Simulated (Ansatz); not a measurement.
# Cu: stress in a strained cell

Cu is deformed so: equal xy, yz and zx engineering shear strains of +3 %. What stress and forces result, by LAPW, PAW and all-electron datasets made for the crystal?

Computed with Ansatz 0.2.0 (DFT PBEsol, scalar-relativistic, unless a step's input says otherwise).

**1. The structure to begin with**

The structure is cubic, space group Fm-3m (No. 225). The conventional cell has a = 3.615 Å, b = 3.615 Å, c = 3.615 Å, α = 90.00°, β = 90.00°, γ = 90.00°. Cu (site symmetry m-3m) is surrounded by 12 Cu at 2.56 Å.

Coordinates:

```xyz
1
Lattice="0.0000 1.8075 1.8075 1.8075 0.0000 1.8075 1.8075 1.8075 0.0000" Properties=species:S:1:pos:R:3 pbc="T T T"
Cu    0.0000    0.0000    0.0000
```

**2. After the deformation**

Space group Fm-3m before, R-3m after.

**3. Full-potential LAPW**

input.yaml

```yaml
crystal:
  lattice:
    - [0.054225, 1.8346125, 1.8346125]
    - [1.8346125, 0.054225, 1.8346125]
    - [1.8346125, 1.8346125, 0.054225]
  atoms:
    - { symbol: Cu, position: [0.0, 0.0, 0.0] }
kpoints:
  mp_grid: { grid: [19, 19, 19] }
  band_path:
    path:
      - [0.0, 0.0, 0.0]
      - [0.5, 0.5, 0.5]
      - [0.2428775097, 0.5, 0.7571224903]
      - [-0.2428775097, 0.2428775097, 0.5]
      - [0.0, 0.0, 0.5]
      - [0.0, 0.0, 0.0]
      - [-0.3714387548, 0.0, 0.3714387548]
      - [0.0, 0.3714387548, 0.6285612452]
      - [0.0, 0.5, 0.5]
    npoints: 5
scf:
  occupations: { method: fermi_dirac, width: 0.08 }
hamiltonian:
  xc: pbesol
  pseudopotentials: { kind: all_electron, lapw: { basis_error: 0.00025 } }
output:
  forces: true
  stress: true
  eigenvalues: true
```

Started as:

```sh
> ansatz run input.yaml --threads 1 --pin off --max-ram 3072MiB --backend cpu --events-out ev --progress --plain --runs-dir out
```

The log of the run, shortened:

```text
LAPW: plane waves up to 9.622 Å⁻¹, error target 2.5e-4 eV per atom; small_component_spin mean_spin; Cu in spheres of 1.259 Å, 19 of its electrons in bands, Dirac shells []
[...]
Pseudopotentials: kind: all_electron
Pseudopotential: Cu, LAPW, valence charge 19, Koelling and Harmon's equation, gaussian nucleus
Functional definition: PBEsol
[...]
Crystal: 1 atoms, lattice volume = 11.803 Å³
Basis set: ecut = 352.7077327177653 eV, 169 PW (Γ), exchange–correlation at level 2
Bands: 14, of which v1, the nominal top of the filled ones, is band 10 counted from 1 (9 counted from 0)
Symmetry: 12 space group operations
Space group: R-3m (ITA 166), of the structure as read, at distance tolerance 2.3e-5 Å
k-points: 670 of 6859
[...]
SCF iter   1: F=—  HF=-44998.865775 eV  |F-HF|=—  |Δ(HF+E_count)|=         —  Δρ=5.17e-2  dr2=1.52e-1  ethr=8.00e-4  ⟨swp⟩=2.5  Hψ=66578  notcnv=0
[...]
the basis was enlarged: its passes take 122.4 KiB over the memory plan, 1 of 1 planned eigensolver slots
[...]
SCF iter   7: F=-44997.883365 eV  HF=-44997.883365 eV  |F-HF|=1.09e-8  |Δ(HF+E_count)|=   7.14e-9  Δρ=2.01e-6  dr2=3.15e-10  ethr=4.39e-10  ⟨swp⟩=2.4  Hψ=25657  notcnv=0
[...]
NSCF: frozen V_eff on 41 k-points
SCF converged after 7 iterations
Free energy (F): -44997.883365 eV
[...]
E sigma→0 (E₀):  -44997.879986 eV
Entropy (-TS):   -0.006760 eV (-6.760 meV/atom)
Fermi energy:    16.455837 eV
[...]
--- Forces (eV/Å), atoms counted from 1 ---
  atom   1  Cu     0.00000000    -0.00000000    -0.00000000
[...]
--- Stress (GPa, compression-positive) ---
       -6.070164      -2.286893      -2.286893
       -2.286893      -6.070164      -2.286893
       -2.286893      -2.286893      -6.070164
  P = ⅓ Tr σ = -6.0702 GPa (-60.702 kbar)
--- Band table (eV; the first three rows and the last of 670) ---
  k-point 0: bands = ["-95.8207", "-53.2898", "-53.2898", "-53.2772", "6.9914", "13.2707", "13.4904", "13.4904", "14.2862", "14.2862", "38.4495", "40.7693", "42.3749", "42.3749"]
[...]
```

Wall time 55 s (1 thread of Arm Neoverse V1, shared host); peak memory 0.76 GiB.

Read from it: pressure -6.07 GPa; no gap.

**4. PAW on the default files**

input.yaml

```yaml
crystal:
  lattice:
    - [0.054225, 1.8346125, 1.8346125]
    - [1.8346125, 0.054225, 1.8346125]
    - [1.8346125, 1.8346125, 0.054225]
  atoms:
    - { symbol: Cu, position: [0.0, 0.0, 0.0] }
kpoints:
  mp_grid: { grid: [19, 19, 19] }
scf:
  occupations: { method: fermi_dirac, width: 0.08 }
hamiltonian:
  xc: pbesol
  pseudopotentials: { kind: paw }
output:
  forces: true
  stress: true
  eigenvalues: true
  efg: { contact_densities: true }
```

Started as:

```sh
> ansatz run input.yaml --threads 1 --pin off --max-ram 3072MiB --backend cpu --events-out ev --progress --plain --runs-dir out
```

The log of the run, shortened:

```text
[...]
Pseudopotentials: kind: paw
Pseudopotential: Cu, paw, valence charge 19, recommended cutoff 420 eV (normal)
[... 1 set-up line as earlier in the session ...]
[...]
Crystal: 1 atoms, lattice volume = 11.803 Å³
Basis set: ecut = 420 eV, 247 PW (Γ), exchange–correlation on 36×36×36 points (8 copies of the dense FFT grid, shifted against one another)
Bands: 14, of which v1, the nominal top of the filled ones, is band 10 counted from 1 (9 counted from 0)
[... 2 set-up lines as earlier in the session ...]
k-points: 670 of 6859
[...]
SCF iter   1: F=—  HF=-6588.764040 eV  |F-HF|=—  |Δ(HF+E_count)|=         —  Δρ=2.12e-2  dr2=2.76e-2  ethr=1.77e-3  ⟨swp⟩=5.5  Hψ=47043  notcnv=0
[...]
SCF iter   6: F=-6588.757690 eV  HF=-6588.757690 eV  |F-HF|=9.09e-13  |Δ(HF+E_count)|=   6.91e-9  Δρ=1.41e-7  dr2=1.23e-12  ethr=2.72e-11  ⟨swp⟩=2.5  Hψ=29928  notcnv=0
[...]
SCF converged after 6 iterations
Free energy (F): -6588.757690 eV
[...]
E sigma→0 (E₀):  -6588.754312 eV
Entropy (-TS):   -0.006756 eV (-6.756 meV/atom)
Fermi energy:    16.616554 eV
[...]
--- Forces (eV/Å), atoms counted from 1 ---
  atom   1  Cu     0.00000000     0.00000000    -0.00000000
[...]
--- Stress (GPa, compression-positive) ---
       -6.067680      -2.294080      -2.294080
       -2.294080      -6.067680      -2.294080
       -2.294080      -2.294080      -6.067680
  P = ⅓ Tr σ = -6.0677 GPa (-60.677 kbar)
--- PAW observables at the nuclei: V_zz in 10²¹ V/m², potentials from the cell's mean, atoms counted from 1 ---
  atom   1  Cu V_zz =    +0.107109   η = 0.0000   by run symmetry: allowed
            electrostatic potential = -3761.409178 V   contact ρ = 147256.414805 e/Å³
--- Band table (eV; the first three rows and the last of 670) ---
  k-point 0: bands = ["-95.6635", "-53.1301", "-53.1301", "-53.1151", "7.1463", "13.4306", "13.6486", "13.6486", "14.4459", "14.4459", "38.5938", "40.8697", "42.4351", "42.4351"]
[...]
```

It took 8.1 s on 1 thread of Arm Neoverse V1, shared host; peak memory 0.41 GiB.

Read from it: pressure -6.07 GPa; no gap; Vzz Cu 0.11 (η = 0.00) (10²¹ V/m²).

**5. Datasets made for this crystal**

input.yaml, as its differences from that of step 4:

```diff
@@ -13,3 +13,3 @@
   xc: pbesol
-  pseudopotentials: { kind: paw }
+  pseudopotentials: { kind: all_electron, datasets: crystal }
 output:
```

Started as:

```sh
> ansatz run input.yaml --threads 1 --pin off --max-ram 3072MiB --backend cpu --events-out ev --progress --plain --runs-dir out
```

The log of the run, shortened:

```text
[...]
[... 1 set-up line as earlier in the session ...]
Pseudopotential: Cu, paw, valence charge 19, recommended cutoff 320 eV (normal), Koelling and Harmon's equation, gaussian nucleus
[... 1 set-up line as earlier in the session ...]
[...]
Crystal: 1 atoms, lattice volume = 11.803 Å³
Basis set: ecut = 320 eV, 169 PW (Γ), exchange–correlation on 32×32×32 points (8 copies of the dense FFT grid, shifted against one another)
Bands: 10, of which v1, the nominal top of the filled ones, is band 6 counted from 1 (5 counted from 0)
[... 2 set-up lines as earlier in the session ...]
k-points: 670 of 6859
[...]
SCF iter   1: F=—  HF=-44998.837286 eV  |F-HF|=—  |Δ(HF+E_count)|=         —  Δρ=2.03e-1  dr2=3.79e0  ethr=3.42e-2  ⟨swp⟩=2.0  Hψ=38553  notcnv=0
[...]
Fermi energy:    16.455930 eV
[...]
  The terms above E_closure are by the made datasets' own strengths, without shells solved beside the bands.
--- Forces (eV/Å), atoms counted from 1 ---
  atom   1  Cu    -0.00000000     0.00000000     0.00000000
[...]
--- Stress (GPa, compression-positive) ---
       -6.071214      -2.287030      -2.287030
       -2.287030      -6.071214      -2.287030
       -2.287030      -2.287030      -6.071214
  P = ⅓ Tr σ = -6.0712 GPa (-60.712 kbar)
  It holds what live shells' own plane waves past their cutoff add
--- PAW observables at the nuclei: V_zz in 10²¹ V/m², potentials from the cell's mean, atoms counted from 1 ---
  atom   1  Cu V_zz =    +0.119220   η = 0.0000   by run symmetry: allowed
            electrostatic potential = -3759.920632 V   contact ρ = 147326.802044 e/Å³
--- Band table (eV; the first three rows and the last of 670) ---
  k-point 0: bands = ["6.9914", "13.2708", "13.4907", "13.4907", "14.2863", "14.2863", "38.4495", "40.7693"]
[...]
```

It took 30 s on 1 thread of Arm Neoverse V1, shared host; peak memory 0.64 GiB.

Result: pressure -6.07 GPa; no gap; Vzz Cu 0.12 (η = 0.00) (10²¹ V/m²).

**6. Side by side**

Stress (GPa, compression positive):

| method | xx | yy | zz | yz | xz | xy |
| --- | --- | --- | --- | --- | --- | --- |
| LAPW | -6.07 | -6.07 | -6.07 | -2.29 | -2.29 | -2.29 |
| PAW | -6.07 | -6.07 | -6.07 | -2.29 | -2.29 | -2.29 |
| crystal datasets | -6.07 | -6.07 | -6.07 | -2.29 | -2.29 | -2.29 |

| method | pressure (GPa) | Vzz Cu (10²¹ V/m²) | SCF cycles, all passes |
| --- | --- | --- | --- |
| LAPW | -6.07 | – | 7 |
| PAW | -6.07 | 0.11 | 6 |
| crystal datasets | -6.07 | 0.12 | 9 |

**7. Outcome**

```
                                 quantity                                              value
                                 pressure  LAPW -6.07, PAW -6.07, crystal datasets -6.07 GPa
largest shear or deviatoric stress (LAPW)                                           2.29 GPa
```

What this shows: The largest part of the stress beyond the pressure is 2.29 GPa in size. No run of the undeformed cell stands beside it, so the pressure holds what the given cell had before the change. PAW: stress within 0.01 GPa of LAPW. Crystal datasets: stress within 0.01 GPa of LAPW.
